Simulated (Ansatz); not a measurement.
Born–Oppenheimer molecular dynamics of a periodic cell of 32 atoms, H4CN2O (host H4CN2O, host structure P-42_1m). It goes on from the last frame of an earlier run, with new velocities.

Level of theory: DFT LDA, scalar-relativistic, plane waves, PAW in Ansatz. Settings: cutoff 420 eV, k mesh 2x2x2, fermi-dirac smearing 0.05 eV, no spin polarisation.

```json
{"ensemble": "NVT, Langevin thermostat", "time step": "0.5 fs", "steps asked": "200", "set temperature": "910 K", "friction": "0.02 /fs", "seed": "693114"}
```

Frames 2.5 fs apart, positions in Å, forces in eV/Å.

Velocities at 45.0 fs (Å/ps):

```
H 2.94 -38.00 -17.63
H -7.74 19.32 -29.61
H -29.61 12.82 -40.32
H -47.72 4.33 -34.15
H -10.89 -24.66 -23.84
H -12.35 -9.12 -17.43
H -25.21 23.36 -41.23
H 12.52 -8.80 28.98
C -6.64 5.09 -2.82
C -0.52 5.48 -11.99
N -0.52 -5.63 0.54
N -5.91 -9.02 3.87
N -3.96 10.43 -1.09
N -6.49 5.46 7.68
O 5.56 -0.37 3.73
O -5.92 1.17 -2.10
H -26.74 -76.09 -7.91
H -2.76 30.12 67.22
H -17.68 -11.78 -35.59
H 30.70 21.90 12.94
H 26.30 -6.90 32.08
H 51.78 -10.94 -22.98
H -50.23 -9.85 14.65
H -28.89 11.80 13.27
C -7.35 6.58 -7.82
C -12.93 -11.96 7.46
N 2.10 4.17 -2.25
N -10.17 -4.22 2.64
N -4.31 -4.97 9.92
N 18.63 -14.46 -15.28
O -0.71 -2.06 0.62
O 3.27 3.65 -6.76
```

```xyz
32
Lattice="0.0000 5.6398 4.7359 5.6398 0.0000 4.7359 5.6398 5.6398 0.0000" Properties=species:S:1:pos:R:3:forces:R:3 time_fs=45.0 energy_less_start_eV=1.154 T=911
H 7.188 3.991 6.582 -0.53 -0.47 0.36
H 4.383 4.890 3.499 -1.24 1.04 0.21
H 4.902 6.484 6.486 -0.41 -0.88 0.67
H 6.943 6.439 3.490 -0.97 0.98 -1.18
H 6.241 8.873 4.310 -0.71 -1.15 -1.84
H 9.187 4.303 4.719 0.91 -0.38 -1.38
H 5.012 2.592 4.264 -0.66 -0.15 -0.24
H 1.563 6.323 5.290 0.26 -0.03 -1.49
C 5.470 2.911 6.189 2.04 1.74 -0.07
C 8.414 5.314 3.164 0.78 -2.11 -2.96
N 6.574 3.632 5.832 1.48 1.49 -0.41
N 3.688 5.517 3.999 2.73 -0.89 3.53
N 5.313 7.067 5.800 2.41 4.44 0.12
N 7.735 6.089 3.970 -1.23 0.79 2.25
O 5.364 8.347 2.683 -0.47 -1.07 0.03
O 2.433 5.524 6.647 2.32 -1.28 2.36
H 6.778 9.942 5.308 0.55 -0.11 1.03
H 10.046 9.591 7.837 0.67 -0.97 -0.05
H 9.431 7.645 5.712 1.62 0.96 -1.91
H 6.491 6.847 8.497 -0.99 1.06 -0.75
H 6.768 4.365 5.102 -1.16 -1.36 -0.25
H 3.814 5.557 5.100 -0.92 -0.36 -2.50
H 5.571 6.838 4.845 -0.76 -0.58 -0.04
H 7.541 6.208 4.972 1.30 -0.62 0.76
C 5.955 8.294 6.218 -1.26 -1.81 2.36
C 2.587 5.996 3.479 -1.21 -1.40 -2.42
N 6.598 8.929 5.235 0.13 1.22 0.84
N 9.298 4.327 3.667 -4.00 4.10 0.88
N 4.626 2.558 5.231 -1.67 -1.45 2.11
N 1.496 6.250 4.216 0.93 -0.26 3.07
O 5.946 3.031 2.717 -0.34 -0.90 -2.58
O 8.072 5.964 6.961 0.38 0.41 -0.50
32
Lattice="0.0000 5.6398 4.7359 5.6398 0.0000 4.7359 5.6398 5.6398 0.0000" Properties=species:S:1:pos:R:3:forces:R:3 time_fs=47.5 energy_less_start_eV=1.222 T=862
H 7.206 3.886 6.568 0.14 -0.15 1.37
H 4.322 4.946 3.449 0.09 -0.07 -0.63
H 4.826 6.494 6.424 -0.30 -0.17 0.89
H 6.848 6.457 3.389 2.11 -0.32 1.42
H 6.198 8.793 4.212 0.83 -0.30 1.52
H 9.192 4.289 4.670 0.25 -0.07 1.16
H 4.928 2.647 4.189 -0.74 -0.19 1.93
H 1.605 6.289 5.288 0.29 -0.29 -2.04
C 5.460 2.924 6.185 1.88 1.08 0.75
C 8.415 5.319 3.136 -0.80 -0.85 -0.30
N 6.577 3.618 5.835 0.51 -0.16 0.02
N 3.682 5.487 4.012 0.90 -0.10 0.11
N 5.312 7.107 5.803 1.39 2.83 0.74
N 7.713 6.110 3.991 -3.13 0.98 -0.63
O 5.377 8.342 2.687 -0.48 -0.96 -0.02
O 2.418 5.524 6.652 2.33 -1.20 1.65
H 6.757 9.834 5.324 1.62 5.97 1.31
H 10.076 9.636 7.975 1.51 -1.16 -1.12
H 9.426 7.647 5.585 0.27 0.19 -0.35
H 6.534 6.920 8.518 0.08 -0.18 -0.19
H 6.825 4.315 5.162 -0.91 0.18 -1.89
H 3.916 5.527 4.982 -0.67 -0.19 0.98
H 5.427 6.795 4.862 -0.17 -0.05 -1.01
H 7.510 6.218 5.025 1.22 -0.65 -0.43
C 5.936 8.310 6.202 -0.82 -2.09 2.75
C 2.555 5.966 3.491 2.61 -1.85 -5.11
N 6.602 8.933 5.234 -2.47 -5.36 -3.17
N 9.259 4.325 3.678 -3.78 3.74 -1.08
N 4.609 2.547 5.258 0.05 -0.27 -1.97
N 1.538 6.220 4.188 -3.82 2.21 5.39
O 5.943 3.024 2.715 -0.47 -0.67 -2.53
O 8.083 5.972 6.947 0.47 0.14 0.50
32
Lattice="0.0000 5.6398 4.7359 5.6398 0.0000 4.7359 5.6398 5.6398 0.0000" Properties=species:S:1:pos:R:3:forces:R:3 time_fs=50.0 energy_less_start_eV=1.164 T=955
H 7.220 3.756 6.611 -0.07 0.12 0.47
H 4.257 4.986 3.369 1.00 -0.65 -0.99
H 4.768 6.511 6.386 0.30 0.86 0.75
H 6.872 6.468 3.372 1.19 -0.01 1.53
H 6.214 8.720 4.172 1.01 0.42 2.22
H 9.187 4.276 4.680 -0.14 0.30 1.38
H 4.793 2.690 4.202 0.08 -0.11 1.73
H 1.663 6.234 5.167 0.41 0.01 1.84
C 5.467 2.939 6.186 0.44 -0.17 0.00
C 8.410 5.318 3.116 -1.79 0.03 2.42
N 6.583 3.603 5.837 0.69 0.05 0.26
N 3.680 5.453 4.021 -0.96 0.37 -2.44
N 5.316 7.159 5.810 -0.61 -1.19 -1.48
N 7.675 6.134 4.009 -1.14 -0.29 -0.96
O 5.381 8.331 2.685 -0.47 -0.65 0.16
O 2.404 5.519 6.672 2.01 -0.87 -0.02
H 6.841 9.984 5.401 -0.21 -2.50 -0.14
H 10.165 9.611 8.030 -2.05 0.13 0.10
H 9.453 7.643 5.445 -2.83 -1.83 1.31
H 6.577 6.998 8.547 0.61 -1.18 0.12
H 6.849 4.254 5.116 -0.68 0.04 -1.32
H 3.973 5.455 4.936 -0.15 -0.23 2.92
H 5.292 6.739 4.828 0.28 1.55 1.09
H 7.535 6.178 5.075 0.77 -0.33 -1.09
C 5.916 8.325 6.197 0.08 -1.56 2.12
C 2.530 5.929 3.477 5.26 -2.02 -5.93
N 6.600 8.922 5.226 -0.71 2.67 -2.33
N 9.203 4.338 3.690 0.94 1.27 -2.82
N 4.584 2.536 5.265 3.43 2.39 -2.69
N 1.564 6.204 4.182 -6.63 3.74 2.48
O 5.943 3.007 2.706 -0.48 -0.22 -1.70
O 8.095 5.972 6.932 0.41 -0.13 1.00
32
Lattice="0.0000 5.6398 4.7359 5.6398 0.0000 4.7359 5.6398 5.6398 0.0000" Properties=species:S:1:pos:R:3:forces:R:3 time_fs=52.5 energy_less_start_eV=1.227 T=971
H 7.198 3.633 6.673 -0.06 0.61 -0.59
H 4.223 4.993 3.237 0.24 0.18 1.22
H 4.760 6.574 6.412 0.52 1.02 0.58
H 6.952 6.517 3.432 -2.11 1.43 -0.63
H 6.290 8.665 4.247 0.17 0.37 -0.10
H 9.180 4.276 4.762 -0.41 0.74 -1.60
H 4.660 2.723 4.311 1.05 0.77 -2.41
H 1.748 6.191 5.142 0.37 0.20 2.67
C 5.481 2.954 6.181 -1.24 -1.61 0.25
C 8.391 5.308 3.116 -2.20 1.06 4.49
N 6.594 3.589 5.838 1.26 1.28 -1.07
N 3.672 5.412 4.022 1.26 -0.74 -1.41
N 5.315 7.199 5.803 -2.09 -2.83 -1.13
N 7.635 6.160 4.027 3.23 -2.74 0.54
O 5.385 8.314 2.684 -0.33 -0.17 -0.40
O 2.396 5.509 6.706 1.39 -0.53 -2.38
H 6.922 10.036 5.434 -0.90 -3.87 -0.74
H 10.165 9.582 8.097 -2.62 0.39 -0.25
H 9.382 7.576 5.388 0.16 0.21 1.19
H 6.673 7.006 8.575 -0.57 0.00 -0.19
H 6.836 4.209 4.999 -0.68 -1.19 0.97
H 3.987 5.352 5.022 -1.24 -0.29 -1.08
H 5.159 6.773 4.843 0.63 1.58 0.58
H 7.614 6.111 5.077 0.00 0.19 -0.62
C 5.900 8.333 6.194 1.16 -0.56 1.49
C 2.534 5.884 3.438 3.19 -0.89 -3.01
N 6.594 8.921 5.204 0.62 4.16 1.19
N 9.155 4.362 3.697 2.70 -0.60 0.72
N 4.571 2.530 5.263 0.13 0.02 2.08
N 1.567 6.198 4.186 -3.80 1.93 0.59
O 5.941 2.985 2.697 -0.37 0.24 -1.34
O 8.099 5.971 6.919 0.55 -0.37 0.40
32
Lattice="0.0000 5.6398 4.7359 5.6398 0.0000 4.7359 5.6398 5.6398 0.0000" Properties=species:S:1:pos:R:3:forces:R:3 time_fs=55.0 energy_less_start_eV=0.700 T=1154
H 7.168 3.556 6.697 0.39 0.93 -0.85
H 4.225 5.011 3.197 0.39 0.03 1.74
H 4.773 6.698 6.461 -0.26 -0.14 1.03
H 6.919 6.656 3.487 -0.69 0.46 0.27
H 6.373 8.620 4.284 -0.40 -0.16 -2.40
H 9.160 4.343 4.752 -0.42 0.56 -0.57
H 4.572 2.815 4.301 0.80 0.19 -0.41
H 1.848 6.183 5.254 -0.81 0.30 -1.74
C 5.488 2.963 6.176 -2.08 -2.59 0.63
C 8.365 5.297 3.138 -2.83 2.41 4.15
N 6.609 3.572 5.830 0.32 0.78 -1.14
N 3.662 5.367 4.022 1.84 -1.04 -2.03
N 5.301 7.223 5.793 -1.47 -1.60 -0.01
N 7.611 6.170 4.037 2.77 -2.64 -0.95
O 5.390 8.293 2.679 -0.08 0.07 -0.64
O 2.391 5.504 6.737 1.18 -0.59 -3.59
H 6.956 9.875 5.410 0.00 -0.38 -0.38
H 10.049 9.563 8.159 -1.16 0.06 -1.02
H 9.302 7.516 5.396 2.19 1.62 0.88
H 6.736 7.001 8.578 -1.24 1.19 -0.36
H 6.790 4.089 4.915 -0.08 -0.82 1.26
H 3.937 5.226 5.041 -1.21 -0.03 -1.53
H 5.033 6.899 4.875 0.24 0.56 -1.07
H 7.708 6.032 5.045 -0.55 0.55 0.49
C 5.889 8.335 6.189 1.94 0.35 0.82
C 2.559 5.837 3.384 -0.60 0.70 2.33
N 6.588 8.937 5.184 -0.11 1.21 3.70
N 9.128 4.384 3.714 1.86 -0.88 1.31
N 4.554 2.519 5.275 -1.26 -0.43 0.36
N 1.557 6.195 4.202 0.94 -0.66 2.47
O 5.943 2.975 2.688 -0.31 0.42 -1.25
O 8.105 5.967 6.910 0.70 -0.41 -1.50
32
Lattice="0.0000 5.6398 4.7359 5.6398 0.0000 4.7359 5.6398 5.6398 0.0000" Properties=species:S:1:pos:R:3:forces:R:3 time_fs=57.5 energy_less_start_eV=0.928 T=1155
H 7.129 3.500 6.679 1.45 1.05 -0.04
H 4.280 5.038 3.280 1.56 -0.75 0.01
H 4.774 6.849 6.552 -0.75 -0.85 0.38
H 6.868 6.827 3.560 1.67 -1.75 1.27
H 6.432 8.560 4.213 0.12 1.09 0.69
H 9.119 4.475 4.704 0.15 0.16 2.53
H 4.560 2.917 4.253 0.37 -1.30 2.45
H 1.893 6.202 5.293 -0.99 0.15 -2.10
C 5.482 2.954 6.173 -1.59 -2.63 0.73
C 8.322 5.306 3.182 -2.88 2.79 1.01
N 6.620 3.556 5.816 -2.15 -0.84 0.12
N 3.662 5.320 4.016 0.34 -0.02 -2.58
N 5.286 7.234 5.785 -0.80 -0.74 0.93
N 7.607 6.167 4.041 0.52 -0.67 -1.13
O 5.399 8.268 2.677 -0.03 0.09 -0.51
O 2.390 5.499 6.751 1.19 -0.80 -2.79
H 7.046 9.724 5.382 3.01 5.14 1.07
H 9.895 9.505 8.153 0.48 -0.60 -1.36
H 9.321 7.535 5.456 1.13 0.89 0.72
H 6.728 7.026 8.570 -0.12 -0.45 0.44
H 6.737 3.941 4.897 0.81 0.40 -0.67
H 3.806 5.086 4.983 -0.56 -0.13 0.72
H 4.953 7.071 4.862 -0.43 -0.19 -1.29
H 7.797 5.973 5.029 -0.87 0.92 0.62
C 5.884 8.334 6.189 2.61 1.12 -0.62
C 2.587 5.792 3.343 -2.65 1.57 4.96
N 6.584 8.958 5.177 -4.06 -5.76 -0.27
N 9.099 4.404 3.735 -0.02 -0.17 -0.29
N 4.529 2.508 5.298 0.29 1.87 -2.66
N 1.555 6.181 4.236 1.72 0.19 0.17
O 5.945 2.968 2.675 -0.26 0.54 -0.32
O 8.116 5.960 6.892 0.73 -0.33 -2.16
32
Lattice="0.0000 5.6398 4.7359 5.6398 0.0000 4.7359 5.6398 5.6398 0.0000" Properties=species:S:1:pos:R:3:forces:R:3 time_fs=60.0 energy_less_start_eV=0.536 T=1180
H 7.171 3.470 6.651 1.07 0.91 -0.74
H 4.428 5.038 3.352 0.10 -0.34 0.64
H 4.761 6.952 6.637 -0.45 -0.74 -1.13
H 6.912 6.894 3.691 1.18 -1.56 0.45
H 6.496 8.567 4.134 -0.23 1.35 2.30
H 9.062 4.595 4.752 0.79 -0.65 0.51
H 4.572 2.951 4.344 -0.14 -1.15 0.94
H 1.896 6.239 5.222 -0.03 0.28 0.87
C 5.478 2.934 6.170 -0.53 -2.11 1.20
C 8.271 5.340 3.227 -1.33 1.03 -2.37
N 6.621 3.544 5.796 -2.70 -1.11 0.94
N 3.662 5.278 4.003 1.52 -0.77 -1.63
N 5.275 7.235 5.780 -1.88 -0.82 0.04
N 7.605 6.160 4.043 -0.07 0.36 1.45
O 5.412 8.241 2.673 -0.22 0.22 -0.54
O 2.400 5.490 6.755 0.77 -0.56 -1.85
H 7.263 9.802 5.388 -1.96 -1.86 -0.18
H 9.778 9.416 8.091 -0.37 0.35 -0.34
H 9.398 7.573 5.539 -1.72 -1.19 1.02
H 6.677 7.024 8.575 0.80 -1.62 0.86
H 6.718 3.792 4.832 1.11 0.38 -0.91
H 3.620 4.920 4.963 -0.13 0.28 0.15
H 4.862 7.226 4.815 0.08 -0.40 1.03
H 7.841 5.960 5.034 -1.02 1.06 0.25
C 5.888 8.336 6.184 2.81 1.07 -1.65
C 2.613 5.750 3.334 -3.60 2.37 3.19
N 6.578 8.960 5.170 1.03 0.96 -0.27
N 9.065 4.432 3.749 0.42 -0.41 1.59
N 4.509 2.511 5.312 3.27 3.62 -1.85
N 1.557 6.167 4.272 0.76 0.74 -4.07
O 5.948 2.959 2.660 -0.08 0.76 0.71
O 8.127 5.954 6.871 0.78 -0.44 -0.62
```

Of the whole run (100 fs, mean temperature of the second half 1032 K): The mean temperature of the second half is 13 % above the set value. A run of 0.1 ps of so small a system gives no equilibrium averages.

Run time: 12 min on 1 thread of Intel(R) Xeon(R) 6975P-C (Granite Rapids) (shared host), peak memory 0.68 GiB.
